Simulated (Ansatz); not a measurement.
**SiGeCl (quartet): wave-function methods side by side at a displaced geometry (v1), cc-pVDZ**

How much of the correlation energy of SiGeCl (quartet) does each wave-function method recover here?

The runs use Ansatz 0.2.0, Gaussian basis; cc-pVDZ, core rule «outside noble gas», up to 24 orbitals frozen.

Plan: UHF; CCSD(T) on ROHF; CCSD(T) on UHF; BCCD(T) on ROHF; CISD; CCSDT(Q) on ROHF; CCSDT(Q) on UHF; CASSCF and NEVPT2, 13 electrons in 11 orbitals.

31 further runs of the same task are left out: 15 that didn't finish, 16 set aside as unsound or not needed.

## 1. The system

The geometry is a PBE0/def2-TZVP stationary point (not a proven minimum) with its atoms shifted at random (size 0.040 Å). No spin-orbit coupling is included. The filled d shell of Ge may be among the frozen orbitals whatever the setting's name suggests; the logs give the count.

3 atoms, charge 0, spin multiplicity 4.

Atoms are counted from 1 here; the program's logs count them from 0.

Bond lengths: Cl1–Si2 2.077 Å, Si2–Ge3 2.407 Å. Angles: Cl1–Si2–Ge3 114.1°.

Coordinates:

```xyz
3
charge 0, multiplicity 4
Cl   -0.02497   -0.44226    2.32905
Si   -0.02580    0.90246    0.74660
Ge    0.02216   -0.13308   -1.42539
```

## 2. UHF

Input file in.yaml:

```yaml
crystal:
  periodic: [false, false, false]
  atoms:
    - {symbol: Cl, position_ang: [-0.024969, -0.442257, 2.329050]}
    - {symbol: Si, position_ang: [-0.025802, 0.902459, 0.746605]}
    - {symbol: Ge, position_ang: [0.022162, -0.133077, -1.425393]}
basis:
  gaussian: {orbitals: cc-pVDZ}
magnetization: {spin_polarized: true, initial_magnetization: 3}
hamiltonian: {xc: hf}
output: {orbitals: {seedname: orbitals}}
```

Launch:

```console
$ ansatz run in.yaml --threads 1 --pin off --events-out ev --progress --plain --max-ram 2393MiB
```

The runs that follow: CCSD(T) on ROHF; CCSD(T) on UHF; BCCD(T) on ROHF; CISD; CCSDT(Q) on ROHF; CCSDT(Q) on UHF; CASSCF and NEVPT2, 13 electrons in 11 orbitals.

**Question.** What will the summary of the whole plan be? Wanted: UCCSDT(Q) below the RHF energy; RMP2 from UCCSDT(Q); UMP2 from UCCSDT(Q); RCCSD from UCCSDT(Q); RCCSD(T) from UCCSDT(Q); UCCSD(T) from UCCSDT(Q); RCCSDT(Q) from UCCSDT(Q); NEVPT2 valence from UCCSDT(Q); T1 diagnostic.

**Answer**, as computed:

```
                         quantity                      value
   UCCSDT(Q) below the RHF energy                 -8.5304 eV
              RMP2 from UCCSDT(Q)                +1319.1 meV
              UMP2 from UCCSDT(Q)                +1368.1 meV
             RCCSD from UCCSDT(Q)                 +376.4 meV
          RCCSD(T) from UCCSDT(Q)                  +80.9 meV
          UCCSD(T) from UCCSDT(Q)                  +73.7 meV
         RCCSDT(Q) from UCCSDT(Q)                  +10.7 meV
    NEVPT2 valence from UCCSDT(Q)                +1323.8 meV
levels within 1 kcal/mol (43 meV)  RCCSDT, UCCSDT, RCCSDT(Q)
                    T1 diagnostic                      0.023
   effectively unpaired electrons                       3.04
```

RCCSD(T) lands +80.9 meV from the yardstick (0.9 % of the correlation energy). One determinant dominates. These misses are within one basis, not against nature; the frozen cores of restricted and unrestricted runs differ, which can shift their rows.
